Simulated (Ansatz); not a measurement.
# Sn2GeO3: the cost of one run

Program: Ansatz 0.2.0. Level of theory: DFT PBE, scalar-relativistic, plane waves, PAW. These are calculated values, not measurements.

**1. The system as given**

The structure is tetragonal, space group P4/nmm (No. 129). Conventional cell: a = 3.792 Å, b = 3.792 Å, c = 14.703 Å, α = 90.00°, β = 90.00°, γ = 90.00°. Sn (site symmetry 4mm) is surrounded by 4 O at 2.24 Å. Ge (site symmetry 4mm) has 4 O at 2.13 Å as nearest neighbours. Around O (site symmetry 2mm) lie 2 Ge at 2.13 Å and 2 Sn at 2.24 Å. O (site symmetry -4m2) is surrounded by 4 Sn at 2.24 Å.

Coordinates:

```
CELL_PARAMETERS angstrom
3.79171 0.00000 0.00000
0.00000 3.79171 0.00000
0.00000 0.00000 14.70271
ATOMIC_POSITIONS crystal
Sn 0.00000 0.50000 0.08080
Sn 0.00000 0.50000 0.40774
Sn 0.50000 0.00000 0.91920
Sn 0.50000 0.00000 0.59226
Ge 0.00000 0.50000 0.73951
Ge 0.50000 0.00000 0.26049
O 0.00000 0.00000 0.67280
O 0.00000 0.00000 0.00000
O 0.00000 0.00000 0.32720
O 0.50000 0.50000 0.67280
O 0.50000 0.50000 0.00000
O 0.50000 0.50000 0.32720
```

The start is the relaxed end of an invented cell (made as: elements ordered on the sites of the SnO type, Ge/Sn on Sn (P4/nmm, No. 129)), taken up again for a closer look.

**2. Probe: one point on a coarse mesh**

Contents of input.yaml:

```yaml
crystal:
  lattice:
    - [3.7917069, 0.0, 0.0]
    - [0.0, 3.7917069, 0.0]
    - [0.0, 0.0, 14.7027087]
  atoms:
    - { symbol: Sn, position: [0.0, 0.5, 0.080804] }
    - { symbol: Sn, position: [0.0, 0.5, 0.407741] }
    - { symbol: Sn, position: [0.5, 0.0, 0.919196] }
    - { symbol: Sn, position: [0.5, 0.0, 0.592259] }
    - { symbol: Ge, position: [0.0, 0.5, 0.739508] }
    - { symbol: Ge, position: [0.5, 0.0, 0.260492] }
    - { symbol: O, position: [0.0, 0.0, 0.672803] }
    - { symbol: O, position: [0.0, 0.0, 0.0] }
    - { symbol: O, position: [0.0, 0.0, 0.327197] }
    - { symbol: O, position: [0.5, 0.5, 0.672803] }
    - { symbol: O, position: [0.5, 0.5, 0.0] }
    - { symbol: O, position: [0.5, 0.5, 0.327197] }
basis:
  ecutwfc: 420
kpoints:
  mp_grid: { grid: [4, 4, 2] }
hamiltonian:
  xc: pbe
scf:
  occupations: { method: gaussian, width: 0.1 }
  lower_state_search: "off"
output:
  forces: true
  stress: true
  eigenvalues: true
```

On the command line:

```
$ ansatz run input.yaml --threads 4 --pin off --max-ram 8192MiB --backend cpu --events-out ev --progress --plain --runs-dir out
```

What time and memory should one allow on 4 threads of Arm Neoverse V1, shared host?

About 4 s, with a peak of 0.72 GiB.
